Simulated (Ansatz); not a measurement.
# CH6NPSi: inputs that go wrong

Aim: try 3 inputs for CH6NPSi as typed, read how each ends, and find what has to change.

Computed with Ansatz 0.2.0, Gaussian basis. Level: the settings change from run to run.

### Step 1. The geometry

An earlier PBE0-D4 in a triple-zeta def2 set relaxation fixed the geometry.

10 atoms, charge 0, spin multiplicity 1.

Atoms are counted from 1 here; the program's logs count them from 0.

Bond lengths: C1–N2 1.466 Å, C1–Si4 1.900 Å, C1–H5 1.094 Å, C1–H6 1.100 Å, N2–P3 1.737 Å, N2–H7 1.012 Å, P3–Si4 2.263 Å, P3–H8 1.446 Å, Si4–H9 1.486 Å, Si4–H10 1.487 Å. Angles: N2–C1–Si4 91.6°, N2–C1–H5 113.0°, N2–C1–H6 113.5°, Si4–C1–H5 118.7°, Si4–C1–H6 110.6°, H5–C1–H6 108.8°, C1–N2–P3 108.8°, C1–N2–H7 117.6°, P3–N2–H7 119.0°, N2–P3–Si4 73.5°, N2–P3–H8 101.5°, Si4–P3–H8 89.9°, C1–Si4–P3 77.1°, C1–Si4–H9 113.6°, C1–Si4–H10 118.5°, P3–Si4–H9 114.1°, P3–Si4–H10 120.8°, H9–Si4–H10 109.6°.

### Step 2. Attempt 1

in.yaml

```yaml
crystal:
  periodic: [false, false, false]
  atoms:
    - {symbol: C, position_ang: [-0.518867, 0.753665, -0.280266]}
    - {symbol: N, position_ang: [0.388714, 0.867215, 0.865229]}
    - {symbol: P, position_ang: [0.973882, -0.715978, 1.275863]}
    - {symbol: Si, position_ang: [0.382274, -0.797308, -0.907383]}
    - {symbol: H, position_ang: [-0.525930, 1.647348, -0.910694]}
    - {symbol: H, position_ang: [-1.554234, 0.512422, 0.003585]}
    - {symbol: H, position_ang: [0.126517, 1.500544, 1.609101]}
    - {symbol: H, position_ang: [-0.253054, -1.393608, 1.631476]}
    - {symbol: H, position_ang: [1.493120, -0.499886, -1.848109]}
    - {symbol: H, position_ang: [-0.429222, -1.925515, -1.435801]}
basis:
  gaussian: {orbitals: def2-TZVP}
hamiltonian: {xc: {name: HF}}
correlation: {active_space: {window: {electrons: 6, orbitals: 2}}}
output: {forces: true}
```

Started as:

```bash
ansatz run in.yaml --threads 2 --pin off --events-out ev --progress --plain --max-ram 4352MiB
```

Standard output:

```text
Functional definition: HF
  name "HF"
  cite "Fock, Z. Phys. 61, 126 (1930) doi:10.1007/BF01340294"
  parent pbe
  exchange = exact_x
  correlation = 0
1134 factors; integrals over basis functions are off by at most 1.2e-3 eV
mean field evaluation 1: about -19738.8017 eV, gradient 3.3e1 eV
mean field evaluation 2: about -19739.0581 eV, gradient 3.3e1 eV
mean field evaluation 4: about -19742.0285 eV, gradient 4.4e0 eV
mean field evaluation 8: about -19742.1033 eV, gradient 2.8e-1 eV
mean field -19742.10390343 eV, -725.5089367725 hartree, gradient 8.3e-6 eV, S^2 0.000000; 0 other end points of the search recorded, 0 dependent functions left out
reference -19742.10390343 eV, -725.5089367725 hartree; 24, 24 occupied and 148, 148 virtual orbitals, 1134 factors
Error: 6 electrons in 2 orbitals form no window around the highest filled level of the reference
```

Wall time 1.6 s (2 threads of Arm Neoverse V2, shared host); peak memory 0.34 GiB.

**Diagnosis.** It ended in an error. The active space doesn't fit the electrons. Fix: choose a window whose electrons and orbitals fit the reference.

### Step 3. Attempt 2

in.yaml

```yaml
crystal:
  periodic: [true, true, true]
  atoms:
    - {symbol: C, position_ang: [-0.518867, 0.753665, -0.280266]}
    - {symbol: N, position_ang: [0.388714, 0.867215, 0.865229]}
    - {symbol: P, position_ang: [0.973882, -0.715978, 1.275863]}
    - {symbol: Si, position_ang: [0.382274, -0.797308, -0.907383]}
    - {symbol: H, position_ang: [-0.525930, 1.647348, -0.910694]}
    - {symbol: H, position_ang: [-1.554234, 0.512422, 0.003585]}
    - {symbol: H, position_ang: [0.126517, 1.500544, 1.609101]}
    - {symbol: H, position_ang: [-0.253054, -1.393608, 1.631476]}
    - {symbol: H, position_ang: [1.493120, -0.499886, -1.848109]}
    - {symbol: H, position_ang: [-0.429222, -1.925515, -1.435801]}
basis:
  gaussian: {orbitals: def2-mTZVP}
hamiltonian: {xc: {name: RPBE}, dispersion: d4, pseudopotentials: {relativity: none}}
scf: {lower_state_search: light}
```

Same command.

Standard output:

```text
Error: YAML parse error: error: line 2 column 3: crystal: missing field `lattice` (a structure is typed as `lattice` and `atoms`, a molecule's as `atoms` in Å alone, or read from a run's directory, `checkpoint`)
 --> <input>:2:3
  |
1 | crystal:
2 |   periodic: [true, true, true]
  |   ^ crystal: missing field `lattice` (a structure is typed as `lattice` and `atoms`, a molecule's as `atoms` in Å alone, or read from a run's directory, `checkpoint`)
3 |   atoms:
4 |     - {symbol: C, position_ang: [-0.518867, 0.753665, -0.280266]}
  |
```

It took 0.05 s on 2 threads of Arm Neoverse V2, shared host.

**Diagnosis.** The program refused the input. The molecule is marked periodic without a cell. To mend it, set periodic to false, or give a lattice.

### Step 4. Attempt 3

in.yaml

```yaml
crystal:
  periodic: [false, false, false]
  atoms:
    - {symbol: C, position_ang: [-1.141508, 1.658064, -0.616586]}
    - {symbol: N, position_ang: [0.855170, 1.907873, 1.903504]}
    - {symbol: P, position_ang: [2.142541, -1.575152, 2.806900]}
    - {symbol: Si, position_ang: [0.841003, -1.754077, -1.996243]}
    - {symbol: H, position_ang: [-1.157047, 3.624166, -2.003526]}
    - {symbol: H, position_ang: [-3.419315, 1.127328, 0.007886]}
    - {symbol: H, position_ang: [0.278338, 3.301198, 3.540023]}
    - {symbol: H, position_ang: [-0.556720, -3.065937, 3.589247]}
    - {symbol: H, position_ang: [3.284863, -1.099749, -4.065841]}
    - {symbol: H, position_ang: [-0.944288, -4.236133, -3.158762]}
basis:
  gaussian: {orbitals: pcseg-2, nuclear_model: gaussian}
hamiltonian: {xc: {name: rPW86-PBE}}
accuracy: high
output: {forces: true}
```

The command is unchanged.

Standard output, cut to the lines that bear on the results:

```text
Functional definition: rPW86-PBE
  name "rPW86-PBE"
  cite "Murray, Lee & Langreth, J. Chem. Theory Comput. 5, 2754 (2009) doi:10.1021/ct900365q"
  cite "Perdew, Burke & Ernzerhof, Phys. Rev. Lett. 77, 3865 (1996) doi:10.1103/PhysRevLett.77.3865"
  parent pbe
[...]
3052 factors; integrals over basis functions are off by at most 2.0e-8 eV
[...]
mean field -19778.94861886 eV, -726.8629550903 hartree, gradient 4.3e-8 eV, S^2 0.000000; 8 other end points of the search recorded, 0 dependent functions left out
[...]
reference -19778.94864276 eV, -726.8629559685 hartree; 24, 24 occupied and 188, 188 virtual orbitals, 3052 factors
Total energy: -19778.94864276 eV, -726.8629559685 hartree
Atom 0 at    -1.141508     1.658064    -0.616586 Å, force    -1.253250     0.885931    -0.152601 eV/Å
Atom 1 at     0.855170     1.907873     1.903504 Å, force    -0.623920     0.951332     1.312112 eV/Å
Atom 2 at     2.142541    -1.575152     2.806900 Å, force    -1.382614     0.023866    -0.004542 eV/Å
Atom 3 at     0.841003    -1.754077    -1.996243 Å, force     0.162114    -0.379783    -0.803302 eV/Å
Atom 4 at    -1.157047     3.624166    -2.003526 Å, force    -0.060534    -1.555358     1.149068 eV/Å
Atom 5 at    -3.419315     1.127328     0.007886 Å, force     1.786327     0.502223    -0.527424 eV/Å
Atom 6 at     0.278338     3.301198     3.540023 Å, force     0.535994    -1.614790    -1.760359 eV/Å
Atom 7 at    -0.556720    -3.065937     3.589247 Å, force     1.062207     0.589850    -0.295969 eV/Å
Atom 8 at     3.284863    -1.099749    -4.065841 Å, force    -0.845739    -0.245100     0.702508 eV/Å
Atom 9 at    -0.944288    -4.236133    -3.158762 Å, force     0.619416     0.841829     0.380508 eV/Å
Dipole moment:     0.398832    -0.369290     0.111771 e Å
```

Wall time 39 s (2 threads of Arm Neoverse V2, shared host); peak memory 0.77 GiB.

What is wrong: It ended without an error, which proves nothing about the input. The geometry is stretched to more than twice its size. The shortest distance is 2.23 Å (N2–H7), against 1.01 Å in the relaxed molecule. Its energy is no property of the relaxed molecule. To mend it, use the relaxed coordinates.

### Step 5. How the tries ended

```tsv
attempt	level	ended	cause	time
1	HF/def2-TZVP	stopped by an error	the active space doesn't fit the electrons	1.6 s
2	RPBE/def2-mTZVP	refused	the molecule is marked periodic without a cell	0.05 s
3	rPW86-PBE/pcseg-2	converged	the geometry is stretched to more than twice its size	39 s
```

In words: 1 stopped by an error, 1 refused, 1 converged. A refusal costs next to no computing time. The dangerous case is the input that converges on a wrong geometry, charge, spin, basis or grid: often only a look at the input shows it.
